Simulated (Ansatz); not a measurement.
# H6SSi3: the cost of one run

Computed with the Python package of Ansatz 0.2.0. The levels of theory stand in the script.

**1. The system**

Bond lengths: Si1–Si2 2.193 Å, Si2–Si3 2.203 Å, Si2–S4 2.110 Å, Si3–S4 2.059 Å, Si1–H5 1.548 Å, Si1–H6 1.516 Å, Si1–H7 1.474 Å, Si2–H8 1.507 Å, Si3–H9 1.542 Å, Si3–H10 1.501 Å. Angles (14 of 19 angles, heavy atoms first): Si1–Si2–Si3 108.8°, Si1–Si2–S4 119.0°, Si3–Si2–S4 57.0°, Si2–Si3–S4 59.2°, Si2–S4–Si3 63.8°, Si1–Si2–H8 123.6°, Si3–Si2–H8 115.9°, S4–Si2–H8 113.6°, Si2–Si1–H5 111.3°, Si2–Si1–H6 112.2°, Si2–Si1–H7 115.2°, Si2–Si3–H9 121.6°, Si2–Si3–H10 121.7°, S4–Si3–H9 110.7°.

No structure file is read: the coordinates are typed or built in the script.

**2. The script**

methods_h6ssi3.py reads:

```python
"""One geometry of H6SSi3, method by method."""

from pathlib import Path

import ansatz as az
from ase import Atoms
import numpy as np

atoms = Atoms(["Si", "Si", "Si", "S", "H", "H", "H", "H", "H", "H"], positions=[
    (-1.1262, 1.3196, 0.1309),
    (-0.0954, -0.3042, -0.9219),
    (1.4247, -1.1659, 0.4202),
    (-0.2205, -2.2641, -0.1507),
    (-2.4992, 1.6257, -0.5152),
    (-0.3806, 2.635, 0.0254),
    (-1.3529, 1.0909, 1.5691),
    (0.2697, -0.2519, -2.3833),
    (1.4042, -0.9018, 1.9396),
    (2.6593, -1.8344, -0.1111),
])
molecule = az.Crystal.molecule_from_ase(atoms)

setup = molecule.calculation().basis(gaussian="def2-SVP")

print("functional    E (Ha)        dipole (D)   HOMO (eV)  LUMO (eV)")
for name in ["pbe", "pbe0", "cam_b3lyp", "r2scan"]:
    r = setup.functional(name).forces().orbitals().run(runs_dir="runs").report
    lines = Path(r["orbitals_path"]).read_text().splitlines()
    field_of = lambda key: [line.split("=")[1].strip() for line in lines if line.startswith(key)]
    orbitals = [(27.211386 * float(e), s, float(n)) for e, s, n in zip(field_of("Ene="), field_of("Spin="), field_of("Occup="))]
    homo = max(e for e, _, n in orbitals if n > 0.5)
    lumo = min(e for e, _, n in orbitals if n < 0.5)
    dipole = 4.803205 * np.linalg.norm(r["charge_distribution"]["dipole_moment_e_ang"])
    print(f"{name:10s} {r['free_energy_ev'] / 27.211386246:14.6f} {dipole:9.3f} {homo:11.3f} {lumo:10.3f}")
```

**3. The calls as engine input**

The package turns the script's settings into the engine's input (first run):

```yaml
crystal:
  periodic: [false, false, false]
  atoms:
    - { symbol: Si, position_ang: [-1.1262, 1.3196, 0.1309] }
    - { symbol: Si, position_ang: [-0.0954, -0.3042, -0.9219] }
    - { symbol: Si, position_ang: [1.4247, -1.1659, 0.4202] }
    - { symbol: S, position_ang: [-0.2205, -2.2641, -0.1507] }
    - { symbol: H, position_ang: [-2.4992, 1.6257, -0.5152] }
    - { symbol: H, position_ang: [-0.3806, 2.635, 0.0254] }
    - { symbol: H, position_ang: [-1.3529, 1.0909, 1.5691] }
    - { symbol: H, position_ang: [0.2697, -0.2519, -2.3833] }
    - { symbol: H, position_ang: [1.4042, -0.9018, 1.9396] }
    - { symbol: H, position_ang: [2.6593, -1.8344, -0.1111] }
basis:
  gaussian:
    orbitals: def2-SVP
hamiltonian:
  xc: pbe
output:
  orbitals: {}
  forces: true
```

**4. Launch**

The run is started by

```bash
$ python methods_h6ssi3.py
```

What time and memory should one allow on 1 thread of Arm Neoverse V2, shared host?

About 20 s, with a peak of 0.33 GiB.
